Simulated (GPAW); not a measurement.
Runs of GPAW 26.7.0 on HPbNO4. The typed cell holds 7 atoms: a = 4.204 Å, b = 4.339 Å, c = 6.729 Å, α = 71.95°, β = 72.29°, γ = 62.23°. The cell was built by a generator and needn't be a form met in nature.

```csv
task,level,potentials or basis,k mesh,ranks,band path,band points,mesh quality,gap on the mesh (eV),pressure (GPa),largest force (eV/Å)
band structure,AM05,"PAW data sets generated in the run's folder for this functional, pw",5 × 5 × 3,8,"XGY,LGZ,NGM,RG",60,not flagged,2.86,-2.5,0.51
electrostatic potential,PBE,"GPAW PAW data sets (gpaw-data 1.2.1), pw",5 × 5 × 3,8,-,-,not flagged,2.86,-0.3,0.09
band structure,PBEsol,"PAW data sets generated in the run's folder for this functional, pw",5 × 5 × 3,8,"XGY,LGZ,NGM,RG",60,not flagged,2.85,-3.1,0.37
single point,PBE+D3,"GPAW PAW data sets (gpaw-data 1.2.1), pw",4 × 4 × 3,-,-,-,coarse,2.97,-0.9,0.09
electron localisation function,PBE,"GPAW PAW data sets (gpaw-data 1.2.1), pw",7 × 7 × 5,8,-,-,not flagged,2.81,-0.3,0.09
band structure,LDA,"the program's PAW data sets (release 1.2.1) made for this functional, pw",5 × 5 × 3,8,"XGY,LGZ,NGM,RG",60,not flagged,2.78,(a),0.74
band structure,SCAN,"GPAW PAW data sets (gpaw-data 1.2.1), pw",5 × 5 × 3,8,"XGY,LGZ,NGM,RG",60,not flagged,3.18,(b),-
```

Alike in all rows: no spin polarisation; cell as given; cutoff (eV) 800; smearing fermi-dirac 0.05 eV.

Q: Fill in the values left out.

A: (a) -6.2; (b) -4.0.

Caveats: some runs use coarse meshes; spin-orbit coupling is left out, which as a rule narrows the gap of such compounds by several tenths of an eV; an odd mesh through Γ misses points on the zone boundary, where band edges often lie (some runs); the forces don't sum to zero, a sign of grid noise (some runs); the PAW data sets were made with another functional, which shifts forces and pressure a little (some runs).

A k mesh can miss the band edges, and the runs leave out spin-orbit coupling on Pb.

Not every run made on this cell is shown here.
